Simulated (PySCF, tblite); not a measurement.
# C₅H₁₂F₃P: geometry, infrared bands and NMR shifts

Wanted: the infrared bands and NMR shifts of C₅H₁₂F₃P (`C[P@TB4](C)(C)(C)C(F)(F)F`), by calculation.

Programs: tblite 0.8.0 and PySCF 2.14.0, with density-fitted response routines of our own. Each step states its level of theory. These are calculated values for one molecule in the gas phase, unless marked as measured. Atoms count from 0, in the outputs and in this text.

## Step 1: The starting structure

21 atoms, charge 0, multiplicity 1; geometry from: force field or distance geometry start.

Bonds of the start (Å): C0–P1 1.82, P1–C2 1.79, P1–C3 1.79, P1–C4 1.82, P1–C5 1.82, C5–F6 1.37, C5–F7 1.37, C5–F8 1.38, C0–H9 1.12, C0–H10 1.11, C0–H11 1.09, C2–H12 1.11, C2–H13 1.10, C2–H14 1.12, C3–H15 1.12, C3–H16 1.12, C3–H17 1.11, C4–H18 1.09, C4–H19 1.09, C4–H20 1.12.

## Step 2: Geometry optimisation with GFN2-xTB

What the job is given:

```
{"job": {"kind": "relax", "xc": "GFN2-xTB", "basis": "xTB"}, "charge": 0, "multiplicity": 1}
C      1.583900     0.781800     0.453700
P      0.001900    -0.011200     0.018700
C      0.949300    -1.204300    -0.922400
C     -0.415700    -0.102100     1.759400
C     -1.520500    -0.918000    -0.389300
C     -0.597400     1.459100    -0.861200
F      0.356400     2.443600    -0.778200
F     -0.817400     1.074500    -2.162500
F     -1.760200     1.948900    -0.308200
H      2.267500    -0.053000     0.763400
H      2.020300     1.235300    -0.456600
H      1.467500     1.472900     1.292800
H      1.957900    -0.782000    -1.088400
H      0.977800    -2.182900    -0.421700
H      0.466100    -1.301700    -1.931100
H     -0.783600    -1.137100     1.993700
H      0.459400     0.118800     2.418000
H     -1.199000     0.636700     2.042000
H     -1.769600    -0.848000    -1.451200
H     -2.360300    -0.613400     0.240500
H     -1.293100    -2.001100    -0.211800
```

Command:

```console
OMP_NUM_THREADS=1 python probes_run.py task.json out
```

The driver reads the jobs from task.json and runs them one after another.

**Question.** This job is followed by: GFN2-xTB harmonic vibrations, gas phase; GIAO PBE0/pcSseg-1 NMR shielding, non-relativistic, gas phase. Predict these results of the whole session: strongest single infrared mode (GFN2-xTB); zero-point energy (GFN2-xTB); 13C shifts against TMS (PBE0/pcSseg-1, means over atoms taken as alike); 1H shifts against TMS (PBE0/pcSseg-1, means over atoms taken as alike); 31P shifts against H3PO4 (PBE0/pcSseg-1); 19F shifts against CFCl3 (PBE0/pcSseg-1, means over atoms taken as alike); surface potential, 1st and 99th percentile.

As calculated:

```
                                                                 quantity                        value
                                strongest single infrared mode (GFN2-xTB)         892 cm⁻¹, 257 km/mol
                                             zero-point energy (GFN2-xTB)               100.7 kcal/mol
  13C shifts against TMS (PBE0/pcSseg-1, means over atoms taken as alike)  137.8, 36.1, 33.5, 23.8 ppm
   1H shifts against TMS (PBE0/pcSseg-1, means over atoms taken as alike)         1.63, 0.72, 0.67 ppm
                                 31P shifts against H3PO4 (PBE0/pcSseg-1)                   -122.7 ppm
19F shifts against CFCl3 (PBE0/pcSseg-1, means over atoms taken as alike)                    -85.4 ppm
                                    surface potential, 1st and 99th percentile           -0.77 V and 1.01 V
```

Over 113 steps the energy fell by 1.307 eV; of the close pairs, P1–C5 changed most, 1.815 to 1.993 Å. No mode is imaginary among the 57: a minimum at this level. The strongest single mode, at 892 cm⁻¹, is spread over many atoms; the largest shares are those of P1, H20. Unscaled tight-binding wavenumbers are off by several per cent, some by more. Its intensities can rank the bands wrongly. At PBE0/pcSseg-1: Shielding is most anisotropic at P1 (span 348 ppm, paramagnetic term -514 ppm).
